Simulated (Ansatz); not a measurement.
CsLiCr2Te2S3:

```
Cs Li Cr Te S
1.0
     3.60358    0.00000    0.00000
    -1.80179    3.12079    0.00000
     0.00000    0.00000   19.06651
Cs Li Cr Te S
1 1 2 2 3
Cartesian
  0.0000 0.0000 7.1307
  1.8018 1.0403 0.3064
  0.0000 0.0000 16.5187
  0.0000 2.0805 3.2095
  0.0000 2.0805 10.2751
  1.8018 1.0403 14.7338
  0.0000 0.0000 1.9124
  0.0000 2.0805 17.7166
  1.8018 1.0403 4.4631
```

The cell was built by a generator and needn't be a form met in nature.

Program: Ansatz 0.2.0. Alike in all runs: potentials or basis Ansatz PAW; spin collinear, ferromagnetic start; cell as given; k mesh 9 × 9 × 2; cutoff (eV) 420; smearing fermi-dirac 0.05 eV. Hardware: 8 threads of Arm Neoverse V1, on a shared host.

**Question.** Order these runs on this cell by their wall time, lowest first.
A. task projected density of states; level PBE+U; U Cr d U = 2 eV; hubbard projectors ortho-atomic (the default); double counting fll (the default)
B. task projected density of states; level PBE+U; U Cr d U = 8 eV; hubbard projectors ortho-atomic (the default); double counting fll (the default)
C. task single point; level PBE

**Answer.** C (28 s), A (66 s), B (340 s).

Caveats: only a ferromagnetic start was run, and an antiferromagnetic order may lie lower in energy; the magnetic or orbital state may not be the lowest (some runs); forces of over 1 eV/Å show positions far from the minimum, so gaps and moduli don't describe the material at rest (some runs).
